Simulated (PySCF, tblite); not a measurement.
# C5H11O2 radical: geometry, infrared bands and EPR parameters

Wanted: the infrared bands and EPR parameters of C5H11O2 radical (`[CH2]COCOCC`), by calculation.

The runs use tblite 0.8.0 and PySCF 2.14.0, with density-fitted response routines of our own; the level of theory stands in each step. All values are computed, except where a source is named. Atoms count from 0, in the outputs and in this text.

### 1 Starting geometry

18 atoms, charge 0, multiplicity 2; geometry from: force field or distance geometry start.

Bonds of the start (Å): C0–C1 1.47, C1–O2 1.44, O2–C3 1.41, C3–O4 1.42, O4–C5 1.42, C5–C6 1.52, C0–H7 1.09, C0–H8 1.08, C1–H9 1.09, C1–H10 1.10, C3–H11 1.10, C3–H12 1.10, C5–H13 1.10, C5–H14 1.10, C6–H15 1.08, C6–H16 1.09, C6–H17 1.10.

### 2 Relaxing the molecule with GFN2-xTB

The job: settings as JSON, then the geometry in Å.

```
{"job": {"kind": "relax", "xc": "GFN2-xTB", "basis": "xTB"}, "charge": 0, "multiplicity": 2}
C     -2.214700     2.077700    -0.618300
C     -1.775600     0.687500    -0.427200
O     -1.117000     0.621000     0.850500
C     -0.706900    -0.690000     1.150600
O      0.330400    -1.166300     0.312200
C      1.547100    -0.460700     0.518500
C      2.600700    -1.021000    -0.422000
H     -2.363400     2.739700     0.237400
H     -2.531800     2.408600    -1.597700
H     -1.077000     0.404600    -1.209400
H     -2.639400     0.011000    -0.435900
H     -0.372100    -0.721200     2.203100
H     -1.560100    -1.385000     1.092800
H      1.881400    -0.590800     1.556500
H      1.409900     0.615900     0.320300
H      2.279100    -0.914200    -1.448100
H      3.559000    -0.510000    -0.283100
H      2.741500    -2.100400    -0.238600
```

The run is started by

```
$ OMP_NUM_THREADS=1 python probes_run.py task.json out
```

The driver reads the jobs from task.json and runs them one after another.

**Question.** This job is followed by: GFN2-xTB harmonic vibrations, gas phase; UKS B3LYP, pcH-1 on C H O, non-relativistic, mean-field spin-orbit, GIAO. What will the session give for the following? strongest single infrared mode (GFN2-xTB); zero-point energy (GFN2-xTB); g(iso) (B3LYP); ⟨S²⟩; largest a(iso) (averaged by class); potential on the surface of density 0.002 e/bohr³, 1st and 99th percentile.

As calculated:

```
                                                                  quantity                     value
                                 strongest single infrared mode (GFN2-xTB)     1055 cm⁻¹, 236 km/mol
                                              zero-point energy (GFN2-xTB)             93.8 kcal/mol
                                                            g(iso) (B3LYP)                   2.00261
                                                                      ⟨S²⟩        0.754 (exact 0.75)
                                        largest a(iso) (averaged by class)  1H on H9, H10, 131.0 MHz
potential on the surface of density 0.002 e/bohr³, 1st and 99th percentile        -1.34 V and 0.74 V
```

What this shows: Relaxing lowered the energy by 0.112 eV in 85 steps; the close pair that moved most is C3–O4, from 1.416 to 1.391 Å. No mode is imaginary among the 48: a minimum at this level. The strongest single mode, at 1055 cm⁻¹, moves mainly C3 and O2. Unscaled tight-binding wavenumbers are off by several per cent, some by more. Its intensities can rank the bands wrongly. C0 carries the largest spin population, 1.08 e. The isotropic g lies 0.3 ppt above the free-electron value.
